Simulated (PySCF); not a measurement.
# C7H5NSe: the cost of one run

Programs: PySCF 2.14.0, with density-fitted response routines of our own. Each step states its level of theory. These are calculated values for one molecule in the gas phase, unless marked as measured. Atoms count from 0, in the outputs and in this text.

### 1 The starting structure

14 atoms, charge 0, multiplicity 1; geometry from: GFN2-xTB.

Bonds of the start (Å): N0–C1 1.15, C1–Se2 1.81, Se2–C3 1.93, C3–C4 1.39, C4–C5 1.38, C5–C6 1.38, C6–C7 1.39, C7–C8 1.38, C8–C3 1.39, C4–H9 1.08, C5–H10 1.08, C6–H11 1.08, C7–H12 1.08, C8–H13 1.08.

### 2 Geometry optimisation at PBE0-D3(BJ)/def2-SVP

The job: settings as JSON, then the geometry in Å.

```
{"job": {"xc": "PBE0", "basis": "def2-SVP", "d3": "d3bj", "grid": 1, "kind": "geom"}, "charge": 0, "multiplicity": 1}
N      2.662250     1.656190     0.588820
C      2.057500     0.723020     0.305090
Se     1.148420    -0.780150    -0.149070
C     -0.647000    -0.068180    -0.052000
C     -0.904470     1.253110     0.277060
C     -2.216770     1.690480     0.324270
C     -3.258260     0.820920     0.046620
C     -2.989940    -0.498020    -0.281290
C     -1.683540    -0.947710    -0.332450
H     -0.093510     1.933430     0.492530
H     -2.421850     2.719260     0.579900
H     -4.278740     1.170370     0.085320
H     -3.798260    -1.180090    -0.498570
H     -1.467200    -1.976620    -0.587330
```

**Question.** How long does this first job take on 8 threads of Intel Xeon at 2.70GHz, shared host?

About 70 s.
